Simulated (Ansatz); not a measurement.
# Si₅GeH₁₄: how energies converge with the basis set

One table from this session's results is given with a row withheld; the runs are named, their logs left out.

Program: Ansatz 0.2.0, Gaussian basis. Level of theory: one geometry, several basis sets. These are calculated values, not measurements.

Levels to be run: PBE0-D4/def2-SVP; ωB97M-V/def2-SVP; PBE0-D4/def2-QZVPP; ωB97M-V/def2-QZVPP; the functionals' def2-TZVPP values are taken from earlier runs.

## The relaxed structure

All runs share one geometry, relaxed beforehand with PBE0-D4 in a triple-zeta def2 set.

SMILES `[SiH3][SiH2][SiH2][GeH2][SiH2][SiH3]`, 20 atoms, charge 0, spin multiplicity 1.

Atoms are counted from 1 here; the program's logs count them from 0.

Bond lengths: Si1–Si2 2.339 Å, Si1–H7 1.488 Å, Si1–H8 1.487 Å, Si1–H9 1.488 Å, Si2–Si3 2.336 Å, Si2–H10 1.490 Å, Si2–H11 1.490 Å, Si3–Ge4 2.382 Å, Si3–H12 1.490 Å, Si3–H13 1.490 Å, Ge4–Si5 2.385 Å, Ge4–H14 1.542 Å, Ge4–H15 1.541 Å, Si5–Si6 2.339 Å, Si5–H16 1.490 Å, Si5–H17 1.490 Å, Si6–H18 1.488 Å, Si6–H19 1.487 Å and more. Angles: Si2–Si1–H7 109.3°, Si2–Si1–H8 111.7°, Si2–Si1–H9 109.9°, H7–Si1–H8 108.9°, H7–Si1–H9 108.2°, H8–Si1–H9 108.7°, Si1–Si2–Si3 109.0°, Si1–Si2–H10 109.9°, Si1–Si2–H11 110.0°, Si3–Si2–H10 111.3°, Si3–Si2–H11 108.4°, H10–Si2–H11 108.2°, Si2–Si3–Ge4 109.2°, Si2–Si3–H12 110.6°, Si2–Si3–H13 109.9°, Ge4–Si3–H12 108.8°, Ge4–Si3–H13 109.8°, H12–Si3–H13 108.4° and more.

Coordinates:

```xyz
20
GeH14Si5
Si   -0.24658   -2.61847   -0.54771
Si    1.42248   -1.14593   -1.26680
Si    0.42114    0.70650   -2.27721
Ge   -1.12267    1.69230   -0.75436
Si   -0.12260    2.04068    1.38259
Si   -0.15461    0.11908    2.71544
H    -0.89579   -3.24263   -1.73239
H     0.30469   -3.69214    0.32130
H    -1.28535   -1.87357    0.21379
H     2.34320   -1.84349   -2.20812
H     2.22025   -0.67258   -0.10108
H     1.44686    1.72190   -2.64570
H    -0.28989    0.28627   -3.51697
H    -1.61864    3.03965   -1.31590
H    -2.35060    0.77515   -0.59765
H     1.28296    2.49727    1.19308
H    -0.86047    3.11927    2.09893
H     0.35762    0.43190    4.07723
H    -1.54697   -0.39013    2.83293
H     0.69498   -0.95102    2.12858
```

Set-up of the first run:

File in.yaml:

```yaml
crystal:
  periodic: [false, false, false]
  atoms:
    - {symbol: Si, position_ang: [-0.246585, -2.618466, -0.547709]}
    - {symbol: Si, position_ang: [1.422482, -1.145931, -1.266805]}
    - {symbol: Si, position_ang: [0.421140, 0.706503, -2.277212]}
    - {symbol: Ge, position_ang: [-1.122670, 1.692300, -0.754358]}
    - {symbol: Si, position_ang: [-0.122599, 2.040679, 1.382592]}
    - {symbol: Si, position_ang: [-0.154611, 0.119078, 2.715439]}
    - {symbol: H, position_ang: [-0.895788, -3.242626, -1.732388]}
    - {symbol: H, position_ang: [0.304695, -3.692144, 0.321298]}
    - {symbol: H, position_ang: [-1.285351, -1.873570, 0.213786]}
    - {symbol: H, position_ang: [2.343196, -1.843490, -2.208125]}
    - {symbol: H, position_ang: [2.220249, -0.672582, -0.101077]}
    - {symbol: H, position_ang: [1.446857, 1.721896, -2.645704]}
    - {symbol: H, position_ang: [-0.289890, 0.286267, -3.516967]}
    - {symbol: H, position_ang: [-1.618636, 3.039652, -1.315897]}
    - {symbol: H, position_ang: [-2.350598, 0.775152, -0.597651]}
    - {symbol: H, position_ang: [1.282964, 2.497273, 1.193081]}
    - {symbol: H, position_ang: [-0.860470, 3.119271, 2.098931]}
    - {symbol: H, position_ang: [0.357622, 0.431902, 4.077232]}
    - {symbol: H, position_ang: [-1.546972, -0.390126, 2.832933]}
    - {symbol: H, position_ang: [0.694976, -0.951020, 2.128581]}
basis:
  gaussian: {orbitals: def2-SVP}
hamiltonian: {xc: pbe0, dispersion: d4}
output: {orbitals: {seedname: orbitals}}
```

Among the steps run: PBE0-D4 in def2-SVP; ωB97M-V in def2-SVP; PBE0-D4 in def2-QZVPP; ωB97M-V in def2-QZVPP.

One of the session's tables, all rows but one given; the rest of the session is left out.

It belongs to the step «Functionals by basis». 

| functional | basis | HOMO (eV) |
| --- | --- | --- |
| PBE0-D4 | def2-SVP | -7.83 |
| PBE0-D4 | def2-TZVPP | -7.77 |
| PBE0-D4 | def2-QZVPP | -7.76 |
| ωB97M-V | def2-SVP | -9.71 |
| ωB97M-V | def2-TZVPP | -9.69 |
| ωB97M-V | def2-QZVPP | ? |

Q: Estimate the row for ωB97M-V, def2-QZVPP from the others.

**Answer.** HOMO (eV): -9.68. In the column «HOMO (eV)» it lies between ωB97M-V, def2-TZVPP (-9.69) and PBE0-D4, def2-SVP (-7.83).
